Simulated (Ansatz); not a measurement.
Run this with Ansatz 0.2.0 through its Python package and show what comes out.

The script, `ch5bfnsi_energy.py`:
```python
"""Single point of CH5BFNSi."""

from pathlib import Path

import ansatz as az


def main() -> None:
    ch5bfnsi = (
        az.Crystal.molecule()
        .atom("F", [-1.032, 1.6062, 1.5023])
        .atom("C", [-0.0093, 0.7838, 1.5666])
        .atom("B", [-0.0081, -0.1315, 0.2644])
        .atom("N", [-0.5791, -1.2021, -0.5813])
        .atom("Si", [0.221, -0.2398, -1.7277])
        .atom("H", [0.9354, 1.3865, 1.6248])
        .atom("H", [-0.0782, 0.154, 2.4756])
        .atom("H", [-0.0608, -2.0707, -0.449])
        .atom("H", [-0.6978, 0.6128, -2.4602])
        .atom("H", [1.3918, -0.9503, -2.2124])
    )

    model = ch5bfnsi.calculation()
    model = model.basis(gaussian="def2-SVP")
    model = model.functional("pbe0")
    model = model.orbitals()
    outcome = model.run(runs_dir="runs")
    r = outcome.report

    for key in ("converged", "free_energy_ev", "reference_energy_ev", "n_frozen", "n_occupied", "n_virtual"):
        print(f"{key:22s} {r[key]}")

    state = r["mean_field"]["state"]
    print(f"mean field: {state['energy']['hartree']:.7f} Ha, <S^2> = {abs(state['spin_squared']):.4f}, stability: {state.get('stability', {}).get('kind')}")

    lines = Path(r["orbitals_path"]).read_text().splitlines()
    field_of = lambda key: [line.split("=")[1].strip() for line in lines if line.startswith(key)]
    orbitals = [(27.211386 * float(e), s, float(n)) for e, s, n in zip(field_of("Ene="), field_of("Spin="), field_of("Occup="))]
    homo = max(e for e, _, n in orbitals if n > 0.5)
    lumo = min(e for e, _, n in orbitals if n < 0.5)
    print(f"HOMO {homo:.3f} eV, LUMO {lumo:.3f} eV, gap {lumo - homo:.3f} eV")


if __name__ == "__main__":
    main()
```

```console
$ python ch5bfnsi_energy.py
converged              True
free_energy_ev         -13860.212817519257
reference_energy_ev    -13860.212817519257
n_frozen               0
n_occupied             [23, 23]
n_virtual              [76, 76]
mean field: -509.3534263 Ha, <S^2> = 0.0000, stability: minimum
HOMO -5.551 eV, LUMO -1.481 eV, gap 4.071 eV
```

Total energies depend on the basis set; only differences at equal settings carry meaning. The geometry is a force-field or estimated start, not a minimum of this method, and the basis set is short of its limit. Levels such as HOMO and LUMO are orbital energies: with these approximate functionals they aren't the ionisation energy and electron affinity, and their gap isn't the fundamental gap. Timing: 2.6 s on 1 thread of Arm Neoverse V2 (shared host), peak memory 0.26 GiB.
